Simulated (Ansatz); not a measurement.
**BeBH₃ (singlet): the correlation ladder at distance B1–Be2 = 1.475 Å, cc-pVDZ**

The task here is to estimate one member of a computed series from the others.

The runs use Ansatz 0.2.0, Gaussian basis; cc-pVDZ, core rule «outside noble gas», up to 2 orbitals frozen.

The runs, in order: UHF; CCSD(T) on RHF; BCCD(T) on RHF; CISD; CCSDT(Q) on RHF; CASSCF and MRCISD+Q, 2 electrons in 2 orbitals; CASSCF and NEVPT2, 2 electrons in 2 orbitals.

18 further runs of the same task are left out: 4 for a mislabelled method, 10 that didn't finish, 4 set aside as unsound or not needed.

**What is computed**

The geometry derives from a PBE0/def2-TZVP stationary point (not a proven minimum). One bond is set to the value named and the two fragments are kept rigid.

5 atoms, charge 0, spin multiplicity 1.

Atoms are counted from 1 here; the program's logs count them from 0.

Bond lengths: B1–Be2 1.475 Å, B1–H3 1.202 Å, B1–H4 1.202 Å, Be2–H5 1.341 Å. Angles: Be2–B1–H3 123.4°, Be2–B1–H4 123.4°, H3–B1–H4 113.2°, B1–Be2–H5 180.0°.

The first run:

Contents of in.yaml:

```yaml
crystal:
  periodic: [false, false, false]
  atoms:
    - {symbol: B, position_ang: [0.000000, 0.000000, 0.647671]}
    - {symbol: Be, position_ang: [0.000000, 0.000000, -0.827329]}
    - {symbol: H, position_ang: [0.000000, 1.003181, 1.309527]}
    - {symbol: H, position_ang: [0.000000, -1.003180, 1.309527]}
    - {symbol: H, position_ang: [0.000000, 0.000000, -2.168558]}
basis:
  gaussian: {orbitals: cc-pVDZ}
magnetization: {spin_polarized: true, initial_magnetization: 0}
hamiltonian: {xc: hf}
output: {orbitals: {seedname: orbitals}}
```

On the command line:

```bash
$ ansatz run in.yaml --threads 1 --pin off --events-out ev --progress --plain --max-ram 2393MiB
```

Steps of the session up to this table: UHF; CCSD(T) on RHF; BCCD(T) on RHF; CISD; CCSDT(Q) on RHF; CASSCF and MRCISD+Q, 2 electrons in 2 orbitals; CASSCF and NEVPT2, 2 electrons in 2 orbitals.

One table of the session follows, with a row left open; its other results are not shown here.

It belongs to the step «Misses and costs». 

| method | from RCCSDT(Q) (kcal/mol) |
| --- | --- |
| RHF | +101.63 |
| RMP2 | +23.98 |
| CISD | +7.83 |
| RCCSD | +2.29 |
| RCCSD(T) | +0.50 |
| BCCD(T) | +0.50 |
| RCCSDT | +0.07 |
| RCCSDT(Q) | 0 |
| CASSCF pair | +91.36 |
| NEVPT2 pair | ? |

Q: Estimate the row for NEVPT2 pair from the others.

The run gave: from RCCSDT(Q) (kcal/mol): +22.29. In the column «from RCCSDT(Q) (kcal/mol)» it lies between CISD (+7.83) and RMP2 (+23.98).

Not comparable, so not listed: CASSCF and MRCISD+Q, 2 electrons in 2 orbitals (they don't share determinant, frozen orbitals or solution with the rows shown, or repeat one).

To keep in mind: Warnings in the runs' records: passed over end.
